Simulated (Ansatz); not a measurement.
**Cl3HSi: molecular dynamics**

Purpose: to follow the molecule's vibrations and see whether its bonds hold. The start is relaxed first. Runs: 150 steps of 0.25 fs under a Nosé-Hoover thermostat at 300 K; 150 steps of 0.25 fs at constant energy, with velocities drawn for 400 K. SMILES of the start: Cl[SiH](Cl)Cl.

Program: Ansatz 0.2.0. Level of theory: RKS B3LYP-D4/6-31G*. These are calculated values, not measurements.

### 1 The system as given

Bond lengths: Si1–H2 1.460 Å, Si1–Cl3 2.130 Å, Si1–Cl4 2.128 Å, Si1–Cl5 2.128 Å. Angles: H2–Si1–Cl3 109.4°, H2–Si1–Cl4 109.5°, H2–Si1–Cl5 109.5°, Cl3–Si1–Cl4 109.5°, Cl3–Si1–Cl5 109.5°, Cl4–Si1–Cl5 109.5°.

Structure file:

```xyz
5

Si    0.0000    0.0000    0.0000
H     0.0000    0.0000    1.4600
Cl    2.0086    0.0000   -0.7093
Cl   -1.0032    1.7381   -0.7093
Cl   -1.0032   -1.7381   -0.7093
```

### 2 Preparing the start

input.yaml reads:

```yaml
crystal:
  periodic: [false, false, false]
  atoms:
    - { symbol: Si, position_ang: [0.0, 0.0, 0.0] }
    - { symbol: H, position_ang: [0.0, 0.0, 1.46] }
    - { symbol: Cl, position_ang: [2.0086, 0.0, -0.7093] }
    - { symbol: Cl, position_ang: [-1.0032, 1.7381, -0.7093] }
    - { symbol: Cl, position_ang: [-1.0032, -1.7381, -0.7093] }
basis:
  gaussian: { orbitals: "6-31G*" }
hamiltonian:
  xc: b3lyp
  dispersion: d4
relax:
  f_tol: 0.02
  max_steps: 40
```

Started as:

```console
$ ansatz run input.yaml --threads 1 --pin off --max-ram 2048MiB --backend cpu --events-out ev --progress --plain --runs-dir out
```

The program printed (excerpt; [...] marks lines left out):

```text
Warning: RAYON_NUM_THREADS=1 ignored (pool sized by the plan → 1); use --threads N
[...]
Functional definition: B3LYP
[...]
774 factors; integrals over basis functions are off by at most 6.9e-4 eV
[...]
mean field -45465.40695562 eV, -1670.8228880594 hartree, gradient 3.1e-5 eV, S^2 0.000000; 0 other end points of the search recorded, 0 dependent functions left out
[...]
reference -45465.40719083 eV, -1670.8228967032 hartree; 33, 33 occupied and 45, 45 virtual orbitals, 774 factors
relax step   1: F+E_penalty+E_count = -45465.70492185 eV  Δ(F+E_penalty+E_count) = +0.000e0 eV  max|allowed force component| = 1.431e0 eV/Å  Δτ_max = 0.0000 Å  (26 SCF iters, accepted)
[...]
relax step   3: F+E_penalty+E_count = -45465.86382133 eV  Δ(F+E_penalty+E_count) = -3.386e-3 eV  max|allowed force component| = 8.323e-2 eV/Å  Δτ_max = 0.0164 Å  (27 SCF iters, accepted)
[...]
relax step   4: F+E_penalty+E_count = -45465.86406947 eV  Δ(F+E_penalty+E_count) = -2.481e-4 eV  max|allowed force component| = 1.014e-2 eV/Å  Δτ_max = 0.0038 Å  (22 SCF iters, accepted)
774 factors; integrals over basis functions are off by at most 6.7e-4 eV
mean field -45465.55696797 eV, -1670.8284009116 hartree, gradient 2.0e-5 eV, S^2 0.000000; 1 other end points of the search recorded, 0 dependent functions left out
[...]
reference -45465.55719874 eV, -1670.8284093922 hartree; 33, 33 occupied and 45, 45 virtual orbitals, 774 factors
Total energy: -45465.86430024 eV, -1670.8396951642 hartree
Atom 0 at     0.000422     0.000000    -0.020666 Å, force    -0.000092    -0.000000     0.009056 eV/Å
Atom 1 at     0.000224    -0.000000     1.450099 Å, force    -0.000001    -0.000000    -0.010140 eV/Å
Atom 2 at     1.938408    -0.000000    -0.698857 Å, force    -0.006988     0.000000     0.000338 eV/Å
Atom 3 at    -0.968427     1.678275    -0.699238 Å, force     0.003540    -0.006114     0.000373 eV/Å
Atom 4 at    -0.968427    -1.678275    -0.699238 Å, force     0.003540     0.006114     0.000373 eV/Å
Dipole moment:    -0.000035     0.000000     0.239355 e Å
```

Wall time 16 s (1 thread of Arm Neoverse V2, shared host); peak memory 0.16 GiB.

Step by step:

```tsv
step	energy from step 1 (eV)	largest force component (eV/Å)
1	0.0000	1.4308
2	-0.1555	0.3511
3	-0.1589	0.0832
4	-0.1591	0.0101
```

Step 1 is the start.

After: Bond lengths: Si1–H2 1.471 Å, Si1–Cl3 2.053 Å, Si1–Cl4 2.053 Å, Si1–Cl5 2.053 Å. Angles: H2–Si1–Cl3 109.3°, H2–Si1–Cl4 109.3°, H2–Si1–Cl5 109.3°, Cl3–Si1–Cl4 109.6°, Cl3–Si1–Cl5 109.6°, Cl4–Si1–Cl5 109.6°.

### 3 Run 1

150 steps of 0.25 fs under a Nosé-Hoover thermostat at 300 K, from the relaxed start.

input.yaml reads:

```yaml
crystal:
  periodic: [false, false, false]
  atoms:
    - { symbol: Si, position_ang: [0.000422, 0.0, -0.020666] }
    - { symbol: H, position_ang: [0.000224, 0.0, 1.450099] }
    - { symbol: Cl, position_ang: [1.938408, 0.0, -0.698857] }
    - { symbol: Cl, position_ang: [-0.968427, 1.678275, -0.699238] }
    - { symbol: Cl, position_ang: [-0.968427, -1.678275, -0.699238] }
basis:
  gaussian: { orbitals: "6-31G*" }
hamiltonian:
  xc: b3lyp
  dispersion: d4
md:
  timestep: 0.25
  n_steps: 150
  ensemble: nvt_nose_hoover
  temperature: 300.0
  initial_velocities: maxwell_boltzmann
  seed: 969944
```

Started as:

```console
$ ansatz run input.yaml --threads 1 --pin off --max-ram 2048MiB --backend cpu --events-out ev --progress --plain --runs-dir out
```

The program printed (excerpt; [...] marks lines left out):

```text
Warning: RAYON_NUM_THREADS=1 ignored (pool sized by the plan → 1); use --threads N
[...]
[... 1 set-up line as earlier in the session ...]
[...]
780 factors; integrals over basis functions are off by at most 6.6e-4 eV
[...]
mean field -45465.55697181 eV, -1670.8284010525 hartree, gradient 2.4e-5 eV, S^2 0.000000; 0 other end points of the search recorded, 0 dependent functions left out
[...]
reference -45465.55720257 eV, -1670.8284095330 hartree; 33, 33 occupied and 45, 45 virtual orbitals, 780 factors
md step     0: t =     0.00 fs  T =   300.0 K  F+E_penalty+E_count = -45465.86407328 eV  E_kin = 0.116334 eV  conserved = -45465.74773928 eV  (26 SCF iters)
[...]
md step    19: t =     4.75 fs  T =   245.3 K  F+E_penalty+E_count = -45465.84283860 eV  E_kin = 0.095114 eV  conserved = -45465.74773232 eV  (19 SCF iters)
[...]
md step    38: t =     9.50 fs  T =   151.6 K  F+E_penalty+E_count = -45465.80644009 eV  E_kin = 0.058791 eV  conserved = -45465.74772472 eV  (19 SCF iters)
[...]
md step    57: t =    14.25 fs  T =   117.0 K  F+E_penalty+E_count = -45465.79288577 eV  E_kin = 0.045386 eV  conserved = -45465.74772673 eV  (19 SCF iters)
[...]
md step    74: t =    18.50 fs  T =   134.3 K  F+E_penalty+E_count = -45465.79932489 eV  E_kin = 0.052066 eV  conserved = -45465.74773040 eV  (19 SCF iters)
md step    75: t =    18.75 fs  T =   135.9 K  F+E_penalty+E_count = -45465.79993229 eV  E_kin = 0.052692 eV  conserved = -45465.74773087 eV  (19 SCF iters)
```

### 4 More of the same log: dynamics from the start

The log, continued (excerpt; [...] marks lines left out):

```text
md step    76: t =    19.00 fs  T =   137.5 K  F+E_penalty+E_count = -45465.80053039 eV  E_kin = 0.053309 eV  conserved = -45465.74773134 eV  (19 SCF iters)
[...]
md step    94: t =    23.50 fs  T =   149.0 K  F+E_penalty+E_count = -45465.80454444 eV  E_kin = 0.057768 eV  conserved = -45465.74773232 eV  (19 SCF iters)
[...]
md step   112: t =    28.00 fs  T =   136.5 K  F+E_penalty+E_count = -45465.79914187 eV  E_kin = 0.052924 eV  conserved = -45465.74773176 eV  (19 SCF iters)
[...]
md step   130: t =    32.50 fs  T =   117.0 K  F+E_penalty+E_count = -45465.79097416 eV  E_kin = 0.045359 eV  conserved = -45465.74772867 eV  (22 SCF iters)
[...]
md step   148: t =    37.00 fs  T =   112.4 K  F+E_penalty+E_count = -45465.78854535 eV  E_kin = 0.043597 eV  conserved = -45465.74773251 eV  (22 SCF iters)
[...]
md step   149: t =    37.25 fs  T =   111.8 K  F+E_penalty+E_count = -45465.78825033 eV  E_kin = 0.043342 eV  conserved = -45465.74773243 eV  (22 SCF iters)
[...]
md step   150: t =    37.50 fs  T =   111.1 K  F+E_penalty+E_count = -45465.78793734 eV  E_kin = 0.043069 eV  conserved = -45465.74773224 eV  (25 SCF iters)
Total energy: -45465.78816713 eV, -1670.8368973239 hartree
Atom 0 at    -0.029673     0.045281     0.030703 Å, force     0.184221    -0.719940    -0.128956 eV/Å
Atom 1 at    -0.065519     0.149008     1.505525 Å, force     0.059213    -0.239010    -0.148662 eV/Å
Atom 2 at     1.871302    -0.044912    -0.720303 Å, force     0.372988     0.182715     0.174167 eV/Å
Atom 3 at    -0.950177     1.685756    -0.698262 Å, force    -0.410833     0.562090    -0.252690 eV/Å
Atom 4 at    -0.893860    -1.680955    -0.721042 Å, force    -0.205590     0.214146     0.356141 eV/Å
Dipole moment:    -0.028794     0.061161     0.286201 e Å
```

Wall time 7.3 min (1 thread of Arm Neoverse V2, shared host); peak memory 0.15 GiB.

### 5 The trajectory

One step in 11; energies are changes from step 0:

```tsv
time (fs)	T (K)	potential energy change (meV/atom)	conserved energy change (meV/atom)
0.0	300	0.0	0.00
2.8	279	1.6	0.00
5.5	231	5.4	0.00
8.2	174	9.8	0.00
11.0	132	13.1	0.00
13.8	117	14.2	0.00
16.5	123	13.8	0.00
19.2	139	12.6	0.00
22.0	149	11.8	0.00
24.8	147	12.1	0.00
27.5	139	12.8	0.00
30.2	125	13.9	0.00
33.0	116	14.7	0.00
35.8	115	14.9	0.00
37.5	111	15.2	0.00
```

time (fs), T (K) and a bar:
```
      0.0        300 ##############################
      1.8        291 #############################
      3.2        272 #########################
      5.0        240 #####################
      6.5        210 ################
      8.2        174 ##########
      9.8        148 ######
     11.5        127 ###
     13.0        119 #
     14.8        117 #
     16.2        122 ##
     18.0        131 ###
     19.5        141 #####
     21.2        148 ######
     22.8        150 ######
     24.5        147 ######
     26.0        144 #####
     27.8        138 ####
     29.2        130 ###
     31.0        121 ##
     32.5        117 #
     34.2        116 #
     35.8        115 #
     37.5        111
```

### 6 Snapshots as a file

Extended XYZ, with forces in eV/Å:

```xyz
5
time_fs=4.8 T=245 dE=0.0212
Si   -0.002   -0.007   -0.001   -0.023    0.235   -0.360
H     0.013   -0.100    1.461   -0.039    0.224    0.114
Cl    1.928   -0.008   -0.704    0.017    0.060    0.047
Cl   -0.972    1.690   -0.708    0.206   -0.369    0.295
Cl   -0.953   -1.674   -0.702   -0.161   -0.150   -0.096
5
time_fs=9.5 T=152 dE=0.0576
Si   -0.004   -0.013    0.017   -0.029    0.431   -0.311
H     0.019   -0.154    1.489   -0.060    0.355   -0.131
Cl    1.918   -0.015   -0.710    0.046    0.103    0.097
Cl   -0.974    1.700   -0.714    0.333   -0.618    0.489
Cl   -0.939   -1.671   -0.704   -0.289   -0.271   -0.144
5
time_fs=14.0 T=117 dE=0.0712
Si   -0.007   -0.015    0.031   -0.050    0.632   -0.606
H     0.012   -0.137    1.497   -0.057    0.307    0.005
Cl    1.908   -0.022   -0.714    0.079    0.119    0.145
Cl   -0.974    1.706   -0.718    0.380   -0.737    0.564
Cl   -0.927   -1.669   -0.708   -0.352   -0.322   -0.109
5
time_fs=18.8 T=136 dE=0.0641
Si   -0.010   -0.012    0.041   -0.090    0.773   -0.806
H    -0.007   -0.057    1.506   -0.033    0.135    0.083
Cl    1.899   -0.028   -0.718    0.125    0.117    0.192
Cl   -0.971    1.708   -0.718    0.352   -0.729    0.525
Cl   -0.917   -1.669   -0.712   -0.354   -0.296    0.007
5
time_fs=23.5 T=149 dE=0.0595
Si   -0.014   -0.004    0.046   -0.125    0.757   -0.552
H    -0.032    0.051    1.525    0.012   -0.094   -0.204
Cl    1.890   -0.033   -0.721    0.185    0.110    0.223
Cl   -0.967    1.706   -0.715    0.243   -0.575    0.377
Cl   -0.908   -1.671   -0.717   -0.315   -0.199    0.156
5
time_fs=28.0 T=136 dE=0.0649
Si   -0.019    0.010    0.046   -0.105    0.503   -0.665
H    -0.054    0.137    1.512    0.053   -0.262   -0.024
Cl    1.882   -0.038   -0.722    0.245    0.115    0.235
Cl   -0.962    1.700   -0.710    0.071   -0.297    0.171
Cl   -0.902   -1.675   -0.720   -0.264   -0.059    0.283
5
time_fs=32.8 T=117 dE=0.0733
Si   -0.024    0.028    0.041    0.005   -0.042   -0.701
H    -0.067    0.175    1.495    0.070   -0.307    0.184
Cl    1.876   -0.042   -0.722    0.309    0.140    0.221
Cl   -0.955    1.693   -0.704   -0.165    0.113   -0.064
Cl   -0.897   -1.678   -0.722   -0.219    0.097    0.361
5
time_fs=37.5 T=111 dE=0.0761
Si   -0.030    0.045    0.031    0.184   -0.720   -0.129
H    -0.066    0.149    1.506    0.059   -0.239   -0.149
Cl    1.871   -0.045   -0.720    0.373    0.183    0.174
Cl   -0.950    1.686   -0.698   -0.411    0.562   -0.253
Cl   -0.894   -1.681   -0.721   -0.206    0.214    0.356
```

Reading of run 1. Against a set 300 K the second half averages 132 K, going from 136 to 111 K over that half; 13 meV/atom has gone into potential energy, and a thermostat that acts over some 100 fs has not made it up in 38 fs. The conserved energy strays from its start by at most 0.00 meV/atom, under 0.1 % of the mean kinetic energy, which is good for a step of 0.25 fs. The bonds all hold.

### 7 Run 2

150 steps of 0.25 fs at constant energy, with velocities drawn for 400 K, starting from the last frame of an earlier run, with new velocities. H is given a mass of 2.014 u.

input.yaml reads:

```yaml
crystal:
  periodic: [false, false, false]
  atoms:
    - { symbol: Si, position_ang: [-0.029673, 0.045281, 0.030703] }
    - { symbol: H, position_ang: [-0.065519, 0.149008, 1.505525] }
    - { symbol: Cl, position_ang: [1.871302, -0.044912, -0.720303] }
    - { symbol: Cl, position_ang: [-0.950177, 1.685756, -0.698262] }
    - { symbol: Cl, position_ang: [-0.89386, -1.680955, -0.721042] }
basis:
  gaussian: { orbitals: "6-31G*" }
hamiltonian:
  xc: b3lyp
  dispersion: d4
md:
  timestep: 0.25
  n_steps: 150
  ensemble: nve
  temperature: 400.0
  initial_velocities: maxwell_boltzmann
  seed: 752539
  masses: [{ species: H, mass: 2.014 }]
```

Started as:

```console
$ ansatz run input.yaml --threads 1 --pin off --max-ram 2048MiB --backend cpu --events-out ev --progress --plain --runs-dir out
```

The program printed (excerpt; [...] marks lines left out):

```text
Warning: RAYON_NUM_THREADS=1 ignored (pool sized by the plan → 1); use --threads N
[...]
[... 1 set-up line as earlier in the session ...]
[...]
777 factors; integrals over basis functions are off by at most 6.9e-4 eV
[...]
mean field -45465.47713355 eV, -1670.8254670506 hartree, gradient 3.3e-5 eV, S^2 0.000000; 0 other end points of the search recorded, 0 dependent functions left out
[...]
reference -45465.47736170 eV, -1670.8254754352 hartree; 33, 33 occupied and 45, 45 virtual orbitals, 777 factors
md step     0: t =     0.00 fs  T =   400.0 K  F+E_penalty+E_count = -45465.78794028 eV  E_kin = 0.155112 eV  conserved = -45465.63282828 eV  (24 SCF iters)
[...]
md step    19: t =     4.75 fs  T =   257.6 K  F+E_penalty+E_count = -45465.73267051 eV  E_kin = 0.099908 eV  conserved = -45465.63276256 eV  (22 SCF iters)
[...]
md step    38: t =     9.50 fs  T =   286.9 K  F+E_penalty+E_count = -45465.74408464 eV  E_kin = 0.111273 eV  conserved = -45465.63281146 eV  (22 SCF iters)
[...]
md step    57: t =    14.25 fs  T =   246.8 K  F+E_penalty+E_count = -45465.72847708 eV  E_kin = 0.095712 eV  conserved = -45465.63276549 eV  (19 SCF iters)
[...]
md step    74: t =    18.50 fs  T =   421.9 K  F+E_penalty+E_count = -45465.79642106 eV  E_kin = 0.163614 eV  conserved = -45465.63280674 eV  (22 SCF iters)
md step    75: t =    18.75 fs  T =   434.1 K  F+E_penalty+E_count = -45465.80116040 eV  E_kin = 0.168350 eV  conserved = -45465.63281047 eV  (22 SCF iters)
```

### 8 More of the same log: dynamics from the last frame of an earlier run

Output, continued (excerpt; [...] marks lines left out):

```text
md step    76: t =    19.00 fs  T =   445.6 K  F+E_penalty+E_count = -45465.80561694 eV  E_kin = 0.172803 eV  conserved = -45465.63281417 eV  (22 SCF iters)
[...]
md step    94: t =    23.50 fs  T =   465.9 K  F+E_penalty+E_count = -45465.81345389 eV  E_kin = 0.180669 eV  conserved = -45465.63278455 eV  (22 SCF iters)
[...]
md step   112: t =    28.00 fs  T =   485.3 K  F+E_penalty+E_count = -45465.82101604 eV  E_kin = 0.188195 eV  conserved = -45465.63282114 eV  (22 SCF iters)
[...]
md step   130: t =    32.50 fs  T =   313.7 K  F+E_penalty+E_count = -45465.75443721 eV  E_kin = 0.121652 eV  conserved = -45465.63278554 eV  (22 SCF iters)
[...]
md step   148: t =    37.00 fs  T =   188.7 K  F+E_penalty+E_count = -45465.70595075 eV  E_kin = 0.073176 eV  conserved = -45465.63277481 eV  (21 SCF iters)
[...]
md step   149: t =    37.25 fs  T =   191.7 K  F+E_penalty+E_count = -45465.70709968 eV  E_kin = 0.074322 eV  conserved = -45465.63277759 eV  (21 SCF iters)
[...]
md step   150: t =    37.50 fs  T =   195.2 K  F+E_penalty+E_count = -45465.70848916 eV  E_kin = 0.075708 eV  conserved = -45465.63278077 eV  (26 SCF iters)
Total energy: -45465.70871957 eV, -1670.8339776799 hartree
Atom 0 at     0.014864    -0.059208    -0.070231 Å, force     0.222809     2.280104     1.143542 eV/Å
Atom 1 at     0.074706     0.023176     1.442385 Å, force    -0.159857    -0.179035    -0.775511 eV/Å
Atom 2 at     1.987742     0.000619    -0.678373 Å, force    -0.327554    -0.099650    -0.178436 eV/Å
Atom 3 at    -1.016412     1.718723    -0.697125 Å, force     0.676009    -1.139563     0.235947 eV/Å
Atom 4 at    -0.987315    -1.669523    -0.680557 Å, force    -0.411407    -0.861856    -0.425542 eV/Å
Dipole moment:     0.005090    -0.193473     0.186340 e Å
```

Wall time 7.7 min (1 thread of Arm Neoverse V2, shared host); peak memory 0.16 GiB.

### 9 The trajectory

One step in 11; energies are changes from step 0:

```tsv
time (fs)	T (K)	potential energy change (meV/atom)	total energy change (meV/atom)
0.0	400	0.0	0.00
2.8	332	5.3	0.01
5.5	247	11.8	0.01
8.2	278	9.4	0.00
11.0	273	9.8	0.01
13.8	243	12.2	0.01
16.5	317	6.4	0.01
19.2	456	-4.4	0.00
22.0	493	-7.2	0.00
24.8	452	-4.0	0.01
27.5	481	-6.3	0.00
30.2	441	-3.2	0.00
33.0	284	9.0	0.01
35.8	187	16.5	0.01
37.5	195	15.9	0.01
```

time (fs), T (K) and a bar:
```
      0.0        400 #####################
      1.8        372 ##################
      3.2        310 ############
      5.0        253 ######
      6.5        251 ######
      8.2        278 #########
      9.8        286 ##########
     11.5        265 ########
     13.0        245 ######
     14.8        255 #######
     16.2        306 ###########
     18.0        396 ####################
     19.5        466 ###########################
     21.2        498 ##############################
     22.8        480 ############################
     24.5        453 ##########################
     26.0        459 ##########################
     27.8        484 #############################
     29.2        474 ############################
     31.0        404 #####################
     32.5        314 ############
     34.2        224 ####
     35.8        187 
     37.5        195 #
```

### 10 Snapshots as a file

Extended XYZ, with forces in eV/Å:

```xyz
5
time_fs=4.8 T=258 dE=0.0553
Si   -0.024    0.070    0.027    0.262   -1.779   -1.497
H    -0.076    0.082    1.441    0.055   -0.028    1.226
Cl    1.885   -0.043   -0.718    0.205    0.230    0.210
Cl   -0.953    1.680   -0.695   -0.561    0.937   -0.371
Cl   -0.908   -1.692   -0.721    0.039    0.639    0.432
5
time_fs=9.5 T=287 dE=0.0439
Si   -0.017    0.080    0.015    0.174   -2.285   -0.235
H    -0.080    0.011    1.480    0.113    0.147    0.034
Cl    1.900   -0.041   -0.714    0.103    0.258    0.188
Cl   -0.960    1.679   -0.693   -0.571    1.042   -0.378
Cl   -0.922   -1.699   -0.719    0.181    0.838    0.391
5
time_fs=14.0 T=244 dE=0.0604
Si   -0.009    0.075    0.000   -0.045   -2.204    0.829
H    -0.072   -0.042    1.527    0.150    0.317   -1.014
Cl    1.915   -0.036   -0.709    0.047    0.251    0.139
Cl   -0.970    1.685   -0.694   -0.393    0.789   -0.256
Cl   -0.934   -1.701   -0.714    0.240    0.848    0.303
5
time_fs=18.8 T=434 dE=-0.0132
Si    0.000    0.053   -0.009   -0.255   -1.428    0.233
H    -0.050   -0.065    1.482    0.105    0.304   -0.474
Cl    1.931   -0.030   -0.703   -0.022    0.209    0.089
Cl   -0.982    1.695   -0.696   -0.051    0.231   -0.032
Cl   -0.946   -1.698   -0.708    0.223    0.684    0.185
5
time_fs=23.5 T=466 dE=-0.0255
Si    0.006    0.020   -0.018   -0.324   -0.274   -1.359
H    -0.016   -0.058    1.399    0.025    0.154    1.112
Cl    1.947   -0.023   -0.697   -0.106    0.137    0.034
Cl   -0.994    1.706   -0.698    0.289   -0.367    0.172
Cl   -0.956   -1.691   -0.700    0.115    0.350    0.040
5
time_fs=28.0 T=485 dE=-0.0331
Si    0.010   -0.014   -0.035   -0.239    0.762   -0.645
H     0.019   -0.034    1.408   -0.025    0.077    0.559
Cl    1.961   -0.016   -0.690   -0.175    0.052   -0.042
Cl   -1.004    1.715   -0.699    0.510   -0.792    0.263
Cl   -0.965   -1.683   -0.693   -0.071   -0.099   -0.135
5
time_fs=32.8 T=299 dE=0.0393
Si    0.012   -0.043   -0.056    0.028    1.760    1.088
H     0.053   -0.002    1.467   -0.113   -0.072   -0.908
Cl    1.975   -0.007   -0.684   -0.250   -0.035   -0.124
Cl   -1.012    1.720   -0.699    0.636   -1.056    0.270
Cl   -0.976   -1.674   -0.686   -0.301   -0.596   -0.326
5
time_fs=37.5 T=195 dE=0.0795
Si    0.015   -0.059   -0.070    0.223    2.280    1.143
H     0.075    0.023    1.442   -0.160   -0.179   -0.775
Cl    1.988    0.001   -0.678   -0.328   -0.100   -0.178
Cl   -1.016    1.719   -0.697    0.676   -1.140    0.236
Cl   -0.987   -1.669   -0.681   -0.411   -0.862   -0.425
```

Reading of run 2. The temperature starts at 400 K and averages 393 K in the second half, where it ranges from 185 to 498 K. The total energy strays from its start by at most 0.01 meV/atom, under 0.1 % of the mean kinetic energy, which is good for a step of 0.25 fs. The bonds all hold.

### 11 What came out

| quantity | value |
| --- | --- |
| relaxation of the start | 3 moves, 0.159 eV lower |
| run 1: length | 150 steps of 0.25 fs |
| run 1: temperature, first and last step | 300 and 111 K |
| run 1: temperature, second half | mean 132 K, from 111 to 150 K |
| run 1: potential energy, second half | +13 meV/atom from this run's first step |
| run 1: largest change of the conserved energy | 0.00 meV/atom |
| run 1: bonds formed or broken | 0 |
| run 2: length | 150 steps of 0.25 fs |
| run 2: temperature, first and last step | 400 and 195 K |
| run 2: temperature, second half | mean 393 K, from 185 to 498 K |
| run 2: potential energy, second half | +1 meV/atom from this run's first step |
| run 2: largest change of the total energy | 0.01 meV/atom |
| run 2: bonds formed or broken | 0 |

Mean temperatures of the second halves: 132 K, 393 K. No bond formed or broke in any run. Averages from a run of 38 fs with 5 atoms are rough. The nuclei move classically, without zero-point motion, which matters most for hydrogen.
